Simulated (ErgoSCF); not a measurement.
# One shape, several levels: InH2O (SMILES [O][InH2])

We compute a comparison of 5 runs (UHF/STO-3G, UHF/3-21G, USVWN3(Ergo)/STO-3G, UBHLYP/3-21G, USlater/3-21G) of InH2O. 

The calculation is run with ErgoSCF 3.8.

9 further runs of the same task are left out: 6 that didn't finish, 3 set aside as unsound or not needed.

### Step 1. The system as given

The species is InH2O (4 atoms), meant as a doublet with charge 0. SMILES: `[O][InH2]`. The shape comes from GFN2-xTB, which is rough for such elements, and wasn't checked as a minimum.

Bond lengths: O1–In2 1.844 Å, In2–H3 1.709 Å, In2–H4 1.759 Å. Angles: O1–In2–H3 148.1°, O1–In2–H4 88.1°, H3–In2–H4 123.8°.

### Step 2. A single-point energy at UHF/STO-3G (run 1)

Contents of ergo.in:

```
set_nthreads("env")
molecule_inline
O   -3.24362041  -0.08295898  -0.58033489
In   0.13543667  -0.37548858   0.22149480
H    2.48776775  -2.11906329   1.58239996
H    0.62041598   2.57751084  -1.22355987
EOF
scf.use_diagonalization = 1
spin_polarization = 1
basis = "STO-3G"
scf.max_number_of_iterations = 120
tmpdir = "."
scf.output_mulliken_pop = 1
run "HF"
```

The basis set STO-3G is read from a file made from the Basis Set Exchange's data (not shown).

Run with:

```bash
$ ergo < ergo.in
```

The program printed:

```text
[...]
INSC SCF_general constructor, number of basis functions: 34
[...]
INSC Energy   1 =      -5791.20561908019
[...]
INDE E_LUMO =          0.23145385063
[...]
INSC Energy  18 =      -5757.82745554179  ( diff      0.000000000015461 )
[...]
RESC CONVERGED after  18 iterations.
RESC FINAL ENERGY:      -5757.82745554179
RESC FINAL <S2> =          0.76926702909
[...]
INSC SCF: dipole_moment_x [atomic units] =       0.36922604
INSC SCF: dipole_moment_y [atomic units] =      -0.56461433
INSC SCF: dipole_moment_z [atomic units] =       0.36490694
[...]
```

Wall time 7.8 s (1 thread of Arm Neoverse V2, shared host); peak memory 0.26 GiB.

### Step 3. The energy at UHF/3-21G (run 2)

Contents of input.ego:

```
# H2InO
set_nthreads(1)
molecule_inline Angstrom
O       -1.716450      -0.043900      -0.307100
In       0.071670      -0.198700       0.117210
H        1.316470      -1.121360       0.837370
H        0.328310       1.363960      -0.647480
EOF
basis = "3-21G"
scf.use_diagonalization = 1
scf.max_number_of_iterations = 120
tmpdir = "."
scf.output_mulliken_pop = 1
spin_polarization = 1
run "HF"
```

The basis set 3-21G is read from a file made from the Basis Set Exchange's data (not shown).

Run with:

```bash
$ ergo input.ego
```

The program printed:

```text
[...]
INSC SCF_general constructor, number of basis functions: 44
[...]
INSC Energy   1 =      -4731.01581167587
[...]
INDE E_LUMO =          0.04346487534
[...]
INSC Energy  23 =      -5790.25823323052  ( diff     -0.000000000004547 )
[...]
RESC CONVERGED after  23 iterations.
RESC FINAL ENERGY:      -5790.25823323052
RESC FINAL <S2> =          0.76100110366
[...]
INSC SCF: dipole_moment_x [atomic units] =       0.65961147
INSC SCF: dipole_moment_y [atomic units] =      -0.79789752
INSC SCF: dipole_moment_z [atomic units] =       0.54223290
[...]
```

Wall time 12 s (1 thread of Arm Neoverse V2, shared host); peak memory 0.26 GiB.

Runs 3 to 4 aren't shown in full; the table further down has their settings and results.

### Step 4. The energy at USlater/3-21G (run 5)

Contents of job.ego:

```
# H2InO, Slater
set_nthreads(1)
molecule_inline
O  -3.24362041 -0.08295898 -0.58033489
In 0.13543667 -0.37548858 0.22149480
H  2.48776775 -2.11906329 1.58239996
H  0.62041598 2.57751084 -1.22355987
EOF
scf.output_mulliken_pop = 1
XC.type = "LMG"
basis = "3-21G"
spin_polarization = 1
XC.radint = 1e-07
tmpdir = "."
charge = 0
scf.max_number_of_iterations = 81
run "Slater"
```

Run with:

```bash
$ ergo job.ego
```

The program printed:

```text
[...]
INSC SCF_general constructor, number of basis functions: 44
[...]
INSC Energy   1 =      -4736.55648830444
[...]
INDE PURIFICATION CONVERGED after 40 iterations
[...]
INDE PURIFICATION CONVERGED after 41 iterations
[...]
INDE PURIFICATION CONVERGED after 42 iterations
[...]
INDE E(LUMO) - E(HOMO) <=          0.06303643066 =          1.71530867039 eV
[...]
INSC Energy  56 =      -5781.89608947774  ( diff     -0.000000000010914 )
[...]
RESC CONVERGED after  56 iterations.
RESC FINAL ENERGY:      -5781.89608947774
RESC FINAL <S2> =          0.77418143103
[...]
INSC SCF: dipole_moment_x [atomic units] =       0.58175484
INSC SCF: dipole_moment_y [atomic units] =      -0.32186544
INSC SCF: dipole_moment_z [atomic units] =       0.27941483
[...]
```

Run time: 14 s. Hardware: 1 thread of Arm Neoverse V2, shared host; peak memory 0.26 GiB.

### Step 5. All runs side by side

| run | level | solver | iteration cap | energy (Eh) | dipole moment (D) | ⟨S²⟩ | wall time |
| --- | --- | --- | --- | --- | --- | --- | --- |
| 1 | UHF/STO-3G | diagonalisation | 120 | -5757.827456 | 1.95 | 0.769 | 7.8 s |
| 2 | UHF/3-21G | diagonalisation | 120 | -5790.258233 | 2.97 | 0.761 | 12 s |
| 3 | USVWN3(Ergo)/STO-3G | purification | 100 | -5755.231404 | 0.91 | 0.763 | 8.4 s |
| 4 | UBHLYP/3-21G | diagonalisation | 100 | -5793.080473 | 2.56 | 0.759 | 18 s |
| 5 | USlater/3-21G | purification | 81 | -5781.896089 | 1.83 | 0.774 | 14 s |

### Step 6. Results

```
            quantity           value
 run 5: total energy  -5781.89609 Eh
run 5: dipole moment          1.83 D
         run 5: ⟨S²⟩           0.774
```

**Reading.** The dipole moment (its size) runs from 0.91 D (USVWN3(Ergo)/STO-3G) to 2.97 D (UHF/3-21G). The two ends differ in method and basis. Totals of different functionals can't be ranked against each other. In runs 1, 3 the basis is minimal, so the values are rough. In runs 1, 2, 3, 4, 5 relativity is left out where basis or elements ask for it. All runs together took 60 s, the longest 18 s.
